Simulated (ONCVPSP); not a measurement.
# Pseudopotential generation for Co: ONCV, PBEsol

Do these settings give a usable potential? It is generated, then checked for transferability, scattering, ghosts and hardness.

Program: ONCVPSP 4.0.1.1 (patched build). Reference atom: PBEsol, scalar-relativistic, spherical and spin-unpolarised. All values are calculated.

**1. The atom and the settings**

The settings as typed:

```
element                 : cobalt (Co, Z = 27)
type                    : optimised norm-conserving Vanderbilt (ONCV)
frozen core             : [Ne]
valence charge          : 17
reference configuration : 3s2 3p6 3d7 4s2
partial waves           : 3s+4s: rc 1.00 bohr, ncon 3, nbas 7, qcut 14.1 1/bohr, 3 projectors, debl 1.8 Ha; 3p: rc 0.95 bohr, ncon 3, nbas 7, qcut 16.1 1/bohr, 2 projectors, debl 0.8 Ha; 3d: rc 0.80 bohr, ncon 4, nbas 7, qcut 12.6 1/bohr, 2 projectors, debl 0.8 Ha
local potential         : polynomial inside 0.75 bohr (lpopt 5, dvloc0 0 Ha)
core correction         : not asked for
```

The nodes and maxima of the atom's own shells, from an earlier all-electron run, set the scale for the radii.

All-electron outer shells of the reference configuration (PBEsol, scalar-relativistic, ld1.x):

```
shell  level (eV)  outermost node (bohr)  outermost maximum (bohr)
   2p     -769.45                      –                      0.17
   3s     -102.14                   0.31                      0.66
   3p      -65.51                   0.28                      0.68
   3d       -8.23                      –                      0.66
   4s       -5.49                   0.96                      2.32
   4p       -1.25                   1.05                      3.21
```

**2. Generating the potential**

Input file Co.dat:

```
# ATOM AND REFERENCE CONFIGURATION
# atsym  z   nc   nv     iexc    psfile
  Co 27.00    3    4  -116133      upf
#
#   n    l    f
    1    0    2.00
    2    0    2.00
    2    1    6.00
    3    0    2.00
    3    1    6.00
    3    2    7.00
    4    0    2.00
#
# PSEUDOPOTENTIAL AND OPTIMIZATION
# lmax
    2
#
#   l,   rc,      ep,       ncon, nbas, qcut
    0    1.00    0.00    3    7   14.10
    1    0.95    0.00    3    7   16.10
    2    0.80    0.00    4    7   12.60
#
# LOCAL POTENTIAL
# lloc, lpopt,  rc(5),   dvloc0
    4    5    0.75    0.00
#
# VANDERBILT-KLEINMAN-BYLANDER PROJECTORs
# l, nproj, debl
    0    3    1.80
    1    2    0.80
    2    2    0.80
#
# MODEL CORE CHARGE
# icmod, fcfact, rcfact
    0    0.00    0.00
#
# LOG DERIVATIVE ANALYSIS
# epsh1, epsh2, depsh
   -5.00    5.00    0.04
#
# OUTPUT GRID
# rlmax, drl
    6.00    0.01
#
# TEST CONFIGURATIONS
# ncnf
    4
# nvcnf
#   n    l    f
    4
    3    0    2.00
    3    1    6.00
    3    2    7.00
    4    0    1.00
#
    4
    3    0    2.00
    3    1    6.00
    3    2    7.00
    4    0    0.00
#
    4
    3    0    2.00
    3    1    6.00
    3    2    6.00
    4    0    0.00
#
    5
    3    0    2.00
    3    1    6.00
    3    2    7.00
    4    0    0.00
    4    1    1.00
#
```

Run with:

```bash
$ oncvpsp.x < Co.dat > Co.out
```

**Question.** What will these runs give? Wanted: cutoffs for 1 and 0.1 mHa per electron, occupied waves; bound ghosts; GHOST(+) flags; largest test error; largest phase difference near zero energy, channels read; projector energies reset by the program.

As calculated:

| quantity | value |
| --- | --- |
| cutoffs for 1 and 0.1 mHa per electron, occupied waves | 243 Ha and 285 Ha |
| bound ghosts | none found |
| GHOST(+) flags | s at 929 eV, d at 3805 eV |
| largest test error (AE − PS) | -1.7 meV, for 3s2 3p6 3d6 4s0 |
| largest phase difference near zero energy, channels read | 0.000 rad |
| projector energies reset by the program | p: -2.407, 0.250 Ha |

The worst unpolarised test, 3s2 3p6 3d6 4s0, is off by 1.7 meV on 61.6 eV; by total energies transferability rates as very good. The potential is very hard: the looser tolerance needs 243 Ha. At the looser tolerance the 3d wave is the slowest; 3p needs 70 Ha. It is free of bound ghosts as far as tested. Near zero energy the phases of the channels with partial waves agree within 0.001 rad. The program also flags highly localised states, GHOST(+) (s, d).
